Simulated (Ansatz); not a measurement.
What does this script print? It uses Ansatz 0.2.0, Python API.

`methods_c2h6ssi.py`:
```python
"""C2H6SSi at several levels of theory."""

import warnings

import ansatz as az
from ase import Atoms

params = {
    "basis_set": "cc-pVDZ",
}

warnings.simplefilter("ignore", az.DeckWarning)

atoms = Atoms(["Si", "C", "C", "S", "H", "H", "H", "H", "H", "H"], positions=[
    (-1.2736, 0.238, -0.3544),
    (0.0122, -0.8111, 0.2247),
    (1.2724, -0.5747, 0.4919),
    (2.2264, 0.9331, 0.3667),
    (-2.4041, -0.5495, -0.9706),
    (-1.8784, 1.0843, 0.7607),
    (-0.7867, 1.2178, -1.3991),
    (-0.3089, -1.8039, 0.3681),
    (1.9075, -1.3924, 0.9124),
    (1.3163, 1.6073, -0.3975),
])
c2h6ssi = az.Crystal.molecule_from_ase(atoms)

base = c2h6ssi.calculation().basis(gaussian=params["basis_set"])

methods = ["mp2", "ccsd", "ccsd_t"]
batch = az.Session.batch([base.correlation(m).input() for m in methods])
reports = sorted(batch.plan().execute().molecular_reports, key=lambda each: each["member"])
print(f"Hartree-Fock reference {reports[0]['reference_energy_ev'] / 27.211386246:.6f} Ha")
best = reports[-1]["free_energy_ev"] - reports[-1]["reference_energy_ev"]
for method, each in zip(methods, reports):
    gained = each["free_energy_ev"] - each["reference_energy_ev"]
    print(f"{method:8s} total {each['free_energy_ev'] / 27.211386246:.6f} Ha  correlation {gained:9.4f} eV  ({100 * gained / best:.1f} % of the last)")
```

```console
$ python methods_c2h6ssi.py
Hartree-Fock reference -765.651986 Ha
mp2      total -766.158230 Ha  correlation  -13.7756 eV  (86.9 % of the last)
ccsd     total -766.215291 Ha  correlation  -15.3283 eV  (96.7 % of the last)
ccsd_t   total -766.234448 Ha  correlation  -15.8496 eV  (100.0 % of the last)
```

Reading the output:
- Total energies depend on the basis set; only differences at equal settings carry meaning.
- The geometry is a force-field or estimated start, not a minimum of this method, and the basis set is short of its limit. A lower total doesn't mark the better method: functionals have no common bound, and MP2 and coupled cluster aren't variational.
- Inner cores stay frozen, so this is valence correlation.
- For Al to Cl the sets with a tight d function, cc-pV(X+d)Z, are usual.
